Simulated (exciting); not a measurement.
# BeSi (Pm-3m) in exciting: single point with PBEsol

Aim: the single point of BeSi with PBEsol.

All numbers are computed with exciting (release sodium); they aren't measurements. Logs are shortened: lines on timing, memory, paths and dates and some standing lists are left out, and cuts for length are marked.

### 1 The crystal as given

The structure is cubic, space group Pm-3m (No. 221). Conventional cell: a = 2.966 Å, b = 2.966 Å, c = 2.966 Å, α = 90.00°, β = 90.00°, γ = 90.00°. Around Be (site symmetry m-3m) lie 8 Si at 2.57 Å. Si (site symmetry m-3m) is surrounded by 8 Be at 2.57 Å.

The cell was built by a generator and needn't be a form met in nature.

### 2 Single point, PBEsol

File input.xml:

```xml
<input>
  <title>BeSi</title>
  <structure speciespath="./" tshift="false">
    <crystal scale="1">
      <basevect>5.604598703219 0.000000000000 0.000000000000</basevect>
      <basevect>0.000000000000 5.604598703219 0.000000000000</basevect>
      <basevect>0.000000000000 0.000000000000 5.604598703219</basevect>
    </crystal>
    <species speciesfile="Be.xml" rmt="1.45">
      <atom coord="0.500000000000 0.500000000000 0.500000000000"/>
    </species>
    <species speciesfile="Si.xml" rmt="2">
      <atom coord="0.000000000000 0.000000000000 0.000000000000"/>
    </species>
  </structure>
  <groundstate do="fromscratch" ngridk="6 6 6" rgkmax="6" gmaxvr="14" lmaxapw="10" lmaxmat="10" lmaxvr="8" xctype="GGA_PBE_SOL" stype="Gaussian" swidth="0.00183747" nempty="10" ValenceRelativity="iora*" epsengy="1e-05" epspot="1e-05" maxscl="60" tforce="true" outputlevel="high"/>
</input>
```

Potentials or basis: all-electron LAPW+lo, shipped species files, valence relativity iora*.

Started as:

```
> OMP_NUM_THREADS=1 exciting_smp
```

INFO.OUT:

```text
================================================================================
EXCITING SODIUM started
[... 10 lines left out ...]

 Lattice vectors (cartesian) :
      5.6045987032      0.0000000000      0.0000000000
      0.0000000000      5.6045987032      0.0000000000
      0.0000000000      0.0000000000      5.6045987032

 Reciprocal lattice vectors (cartesian) :
      1.1210767514      0.0000000000      0.0000000000
      0.0000000000      1.1210767514      0.0000000000
      0.0000000000      0.0000000000      1.1210767514

 Unit cell volume                           :     176.0490013837
 Brillouin zone volume                      :       1.4089839277

 Species :    1 (Be)
     parameters loaded from                 :    Be.xml
     name                                   :    beryllium
     nuclear charge                         :      -4.00000000
     electronic charge                      :       4.00000000
     atomic mass                            :   16428.20279000
     muffin-tin radius                      :       1.45000000
     # of radial points in muffin-tin       :     250

     atomic positions (lattice) :
       1 :   0.50000000  0.50000000  0.50000000

 Species :    2 (Si)
     parameters loaded from                 :    Si.xml
     name                                   :    silicon
     nuclear charge                         :     -14.00000000
     electronic charge                      :      14.00000000
     atomic mass                            :   51196.73454000
     muffin-tin radius                      :       2.00000000
     # of radial points in muffin-tin       :     300

     atomic positions (lattice) :
       1 :   0.00000000  0.00000000  0.00000000

 Total number of atoms per unit cell        :       2

 Spin treatment                             :    spin-unpolarised

 Number of Bravais lattice symmetries       :      48
 Number of crystal symmetries               :      48

 k-point grid                               :       6    6    6
 Total number of k-points                   :      20
 k-point set is reduced with crystal symmetries

 R^MT_min * |G+k|_max (rgkmax)              :       6.00000000
 Species with R^MT_min                      :       1 (Be)
 Maximum |G+k| for APW functions            :       4.13793103
 Maximum |G| for potential and density      :      14.00000000
 Polynomial order for pseudochg. density    :       9

 G-vector grid sizes                        :      25    25    25
 Total number of G-vectors                  :    8217

 Maximum angular momentum used for
     APW functions                          :      10
     computing H and O matrix elements      :      10
     potential and density                  :       8
     inner part of muffin-tin               :       2

 Total nuclear charge                       :     -18.00000000
 Total electronic charge                    :      18.00000000
 Total core charge                          :      12.00000000
 Total valence charge                       :       6.00000000

 Effective Wigner radius, r_s               :       1.32665343

 Number of empty states                     :      10
 Total number of valence states             :      14

 Maximum Hamiltonian size                   :     233
 Maximum number of plane-waves              :     228
 Total number of local-orbitals             :       5

 Exchange-correlation type                  :      22
     PBEsol, Phys. Rev. Lett. 100, 136406 (2008)
     Generalised gradient approximation (GGA)

 Smearing scheme                            :    Gaussian
 Smearing width                             :       0.00183747

[... 7 lines left out ...]
* Groundstate module started                                                   *
********************************************************************************
 Output level for this task is set to high

++++++++++++++++++++++++++++++++++++++++++++++++++++++++++++++++++++++++++++++++
[... 5 lines left out ...]
+ SCF iteration number :    1                                                  +
++++++++++++++++++++++++++++++++++++++++++++++++++++++++++++++++++++++++++++++++
 Total energy                               :      -303.41283620
 _______________________________________________________________
 Fermi energy                               :         0.27273452
 Kinetic energy                             :       305.06385871
 Coulomb energy                             :      -585.41064456
 Exchange energy                            :       -22.27416987
 Correlation energy                         :        -0.79188049
 Sum of eigenvalues                         :      -163.67916096
 Effective potential energy                 :      -468.74301967
 Coulomb potential energy                   :      -438.68028187
 xc potential energy                        :       -30.06273780
 Hartree energy                             :        92.85155498
 Electron-nuclear energy                    :      -624.38339183
 Nuclear-nuclear energy                     :       -53.87880771
 Madelung energy                            :      -366.07050363
 Core-electron kinetic energy               :         0.00000000

 DOS at Fermi energy (states/Ha/cell)       :       117.70216998

 Electron charges :
     core                                   :        12.00000000
     core leakage                           :         0.01075811
     valence                                :         6.00000000
     interstitial                           :         4.07637073
     charge in muffin-tin spheres :
                  atom     1    Be          :         2.34670429
                  atom     2    Si          :        11.57692498
     total charge in muffin-tins            :        13.92362927
     total charge                           :        18.00000000
[... 768 lines left out ...]
 Coulomb energy                             :      -585.63719734
 Exchange energy                            :       -22.29567525
 Correlation energy                         :        -0.79156329
 Sum of eigenvalues                         :      -164.12511893
 Effective potential energy                 :      -468.70024582
 Coulomb potential energy                   :      -438.60915986
 xc potential energy                        :       -30.09108596
 Hartree energy                             :        93.14922977
 Electron-nuclear energy                    :      -624.90761939
 Nuclear-nuclear energy                     :       -53.87880771
 Madelung energy                            :      -366.33261741
 Core-electron kinetic energy               :         0.00000000

 DOS at Fermi energy (states/Ha/cell)       :       169.70713905

 Electron charges :
     core                                   :        12.00000000
     core leakage                           :         0.01056008
     valence                                :         6.00000000
     interstitial                           :         4.03525153
     charge in muffin-tin spheres :
                  atom     1    Be          :         2.33181118
                  atom     2    Si          :        11.63293729
     total charge in muffin-tins            :        13.96474847
     total charge                           :        18.00000000

 RMS change in effective potential (target) :  0.653284E-05  ( 0.100000E-04)
 Absolute change in total energy   (target) :  0.344447E-05  ( 0.100000E-04)
 Charge distance                   (target) :  0.241527E-07  ( 0.100000E-04)
 Abs. change in max-nonIBS-force   (target) :   0.00000      ( 0.500000E-04)

++++++++++++++++++++++++++++++++++++++++++++++++++++++++++++++++++++++++++++++++
| Convergency criteria checked for the last 2 iterations                       +
| Convergence targets achieved. Performing final SCF iteration                 +
++++++++++++++++++++++++++++++++++++++++++++++++++++++++++++++++++++++++++++++++
 Total energy                               :      -304.14930913
 _______________________________________________________________
 Fermi energy                               :         0.26848555
 Kinetic energy                             :       304.57512716
 Coulomb energy                             :      -585.63719771
 Exchange energy                            :       -22.29567528
 Correlation energy                         :        -0.79156329
 Sum of eigenvalues                         :      -164.12511859
 Effective potential energy                 :      -468.70024575
 Coulomb potential energy                   :      -438.60915975
 xc potential energy                        :       -30.09108600
 Hartree energy                             :        93.14923025
 Electron-nuclear energy                    :      -624.90762025
 Nuclear-nuclear energy                     :       -53.87880771
 Madelung energy                            :      -366.33261784
 Core-electron kinetic energy               :         0.00000000

 DOS at Fermi energy (states/Ha/cell)       :       169.70723147

 Electron charges :
     core                                   :        12.00000000
     core leakage                           :         0.01056008
     valence                                :         6.00000000
     interstitial                           :         4.03525141
     charge in muffin-tin spheres :
                  atom     1    Be          :         2.33181117
                  atom     2    Si          :        11.63293743
     total charge in muffin-tins            :        13.96474859
     total charge                           :        18.00000000

++++++++++++++++++++++++++++++++++++++++++++++++++++++++++++++++++++++++++++++++
+ Self-consistent loop stopped                                                 +
++++++++++++++++++++++++++++++++++++++++++++++++++++++++++++++++++++++++++++++++
 STATE.OUT is written

--------------------------------------------------------------------------------
- Writing atomic positions and forces                                          -
--------------------------------------------------------------------------------

 Atomic positions (lattice) :
 atom     1  Be  :     0.50000000    0.50000000    0.50000000
 atom     2  Si  :     0.00000000    0.00000000    0.00000000

 Total atomic forces including IBS (cartesian) :
 atom     1  Be  :     0.00000000    0.00000000    0.00000000
 atom     2  Si  :     0.00000000    0.00000000   -0.00000000

 Atomic force components including IBS (cartesian) :
 atom     1  Be  :     0.00000000   -0.00000000    0.00000000   HF force
                 :     0.00000000   -0.00000000    0.00000000   core correction
                 :     0.00000000   -0.00000000    0.00000000   IBS correction
 atom     2  Si  :    -0.00000000    0.00000000   -0.00000000   HF force
                 :    -0.00000000    0.00000000   -0.00000000   core correction
                 :    -0.00000000    0.00000000   -0.00000000   IBS correction

********************************************************************************
* Groundstate module stopped                                                   *
********************************************************************************

================================================================================
| EXCITING SODIUM stopped                                                      =
================================================================================
```

It took 36 s on 1 thread of Arm Neoverse V2, shared host; peak memory 0.12 GiB.

What came out:

```
Free energy                                       : -8276.3321 eV
Band gap on the k mesh                            : none (metal or under the smearing width)
All electrons inside the program's atomic spheres : Be 2.33; Si 11.63 (radii Be 1.45, Si 2.0 bohr)
```

Levels at points of the mesh, in eV from the Fermi level:
```tsv
k point	band 1	band 2	band 3	band 4	band 5	band 6	band 7
(0.00, 0.00, 0.00)	-12.48	1.36	1.36	1.36	4.68	4.68	6.47
(0.50, 0.00, 0.00)	-9.58	-7.37	5.01	5.01	5.21	5.21	7.36
(0.50, 0.50, 0.00)	-5.87	-5.13	-5.13	-1.92	7.11	7.88	10.08
(0.50, 0.50, 0.50)	-2.29	-1.54	-1.54	-1.54	-0.68	-0.68	-0.68
```

Caveat: the log's total energy holds no entropy term; the free energy is that total less TS from the occupations.
